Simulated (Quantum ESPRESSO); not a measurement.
HfGe:

```
CELL_PARAMETERS angstrom
3.50084 0.00000 0.00000
0.00000 3.50084 0.00000
0.00000 0.00000 3.50084
ATOMIC_POSITIONS crystal
Hf 0.00000 0.00000 0.00000
Ge 0.50000 0.50000 0.50000
```

The cell was built by a generator and needn't be a form met in nature.

| Quantity | Value |
| --- | --- |
| Program | Quantum ESPRESSO 7.5 |
| Task | phonons |
| Functional | PBE |
| Potentials or basis | GBRV 1.5 PBE |
| Cutoff | 612 eV |
| Density cutoff | 4898 eV |
| k mesh | 7 × 7 × 7 |
| Occupations | cold, width 0.2 eV |
| Spin | no spin polarisation |
| Mixing beta | 0.5 |
| Most SCF iterations | 120 |
| SCF threshold | 4e-10 Ry |

The cell and the atoms were relaxed first, to 18.79 Å³/atom (a = 3.350 Å, b = 3.350 Å, c = 3.350 Å, α = 90.00°, β = 90.00°, γ = 90.00°), and the response was taken there.

Question: Which optical modes does the crystal have at the zone centre, and which show in infrared and Raman spectra?

Answer: The optical modes are T1u. Infrared active: T1u. None is Raman active.

Optical modes at Γ, degenerate ones joined:
| cm⁻¹ | components | symmetry | active in |
| --- | --- | --- | --- |
| 146 | 3 | T1u | IR |

Caveat: the mesh is thin for the phonons of a metal.
